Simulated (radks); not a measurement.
# V⁴⁺ in [Ne] 3s2 3p5.5 3d1 4d0.5: an all-electron calculation

The task here is to estimate one member of a computed series from the others.

Program: radks (a radial shooting solver on a logarithmic mesh, Libxc functionals) version 1. Level of theory: Dirac Kohn-Sham, PW91, spin-unpolarised, spherical densities, finite nucleus; open shells fill j = l - 1/2 first. These are calculated values, not measurements, unless marked.

## The atom as given

* element: vanadium (Z = 23)
* charge: +4
* electrons: 19
* configuration: [Ne] 3s2 3p5.5 3d1 4d0.5
* nuclear rms radius: 3.6002 fm

The first run:

Settings of this run:

```text
Z 23
configuration [Ne] 3s2 3p5.5 3d1 4d0.5
relativity Dirac
functional pw91,pw91
spin unpolarised
j_filling energy
nucleus finite rms 3.6002 fm
c 137.035999084
```

One of the session's tables, all rows but one given; the rest of the session is left out.

It belongs to the step «Shells». Sizes of the orbitals, from the radial functions (bohr):

| level | <r> | outermost maximum (interpolated) | 90 % within | nodes |
| --- | --- | --- | --- | --- |
| 1s1/2 | 0.06644 | 0.0435 | 0.119 | 0 |
| 2s1/2 | 0.3079 | 0.256 | 0.478 | 1 |
| 2p1/2 | 0.2720 | 0.206 | 0.447 | 0 |
| 2p3/2 | 0.2748 | 0.209 | 0.451 | 0 |
| 3s1/2 | 0.9146 | 0.807 | 1.36 | 2 |
| 3p1/2 | 0.9519 | 0.820 | 1.44 | 1 |
| 3p3/2 | 0.9586 | 0.826 | 1.45 | 1 |
| 3d3/2 | ? | ? | ? | ? |
| 3d5/2 | 1.046 | 0.803 | 1.69 | 0 |
| 4d3/2 | 3.053 | 2.85 | 4.47 | 1 |
| 4d5/2 | 3.056 | 2.85 | 4.48 | 1 |

**Question.** Estimate the row for 3d3/2.

**Answer.** <r>: 1.044; outermost maximum (interpolated): 0.802; 90 % within: 1.69; nodes: 0. In the column «<r>» it lies between 3p3/2 (0.9586) and 3d5/2 (1.046).
